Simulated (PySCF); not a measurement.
# A diatomic session: NaCa+

Aim: find the lowest electronic state of NaCa+, scan its bond at several levels of theory, and get bond length, wavenumber and dissociation energy from each curve.

Computed with PySCF 2.14.0. Level: Na aug-pcseg-1, Ca aug-pcseg-1, no relativity.

## Step 1: The job

A driver script around PySCF takes these settings:

* atoms: Na, Ca
* charge: 1
* basis: Na aug-pcseg-1, Ca aug-pcseg-1
* Hamiltonian: no relativity
* basis functions: 47
* electrons treated: 30
* masses in u: 22.9898, 39.9626
* levels: PBE0, PBE, r²SCAN, BLYP, M06-L, MN15, CAM-B3LYP, HF, MP2, SCS-MP2, CCSD, CCSD(T)
* grid: 80 radial by 434 angular points
* occupations: held fixed by the projection of orbital angular momentum
* dissociation limit: Na+ + Ca, each in its ground configuration
* starting distance in angstrom: 3.265
* values of 2S to try: 0, 2

Command:

```
> OMP_NUM_THREADS=1 python dia.py task.json out
```

Further steps of the session: First curve: PBE0; Higher solutions at PBE0; PBE; r²SCAN; BLYP (GGA); M06-L (meta-GGA); MN15 (hybrid meta-GGA); CAM-B3LYP (range-separated hybrid); RHF; MP2 and coupled cluster.

Q: Predict the outcome of this session. Wanted: for each run, Re; ωe; De; μ.

As calculated:

Lowest PBE0 solution found, without spin–orbit coupling: ¹Σ⁺ (singlet), closed shell. State 2 has its PBE0 minimum 0.99 eV higher. State 3 has its PBE0 minimum 1.62 eV higher. The other levels ran on the lowest alone.

```
      level  Re (Å)  ωe (cm⁻¹)  De (eV)  μ (D)
        RHF   3.686      130.1     0.84  -2.07
    RHF-MP2   3.668      128.7     0.78    n/a
RHF-SCS-MP2   3.675      128.1     0.78    n/a
   RHF-CCSD   3.669      130.7     0.83    n/a
RHF-CCSD(T)   3.672      130.5     0.83    n/a
        PBE   3.518      139.2     1.12  -1.54
       BLYP   3.527      133.3     1.08  -1.72
     r²SCAN   3.562      139.2     0.99  -1.92
      M06-L   3.729      106.5     0.66  -4.44
       PBE0   3.530      141.3     1.05  -1.59
       MN15   3.537      129.7     0.68  -3.67
  CAM-B3LYP   3.480      144.8     1.03  -1.60
```

De is counted to Na+ + Ca in their ground configurations. A positive dipole points from Na to Ca; in an ion it is taken about the centre of mass and does not tell which atom is negative.

The methods spread over 0.248 Å in bond length, from CAM-B3LYP to M06-L. CCSD(T) can't serve as the judge here: for a weak bond in this basis it is far from its limit. Of the levels with a De here, M06-L gives the least (0.66 eV) and PBE the most (1.12 eV).

Correlated steps freeze 6 core orbitals.
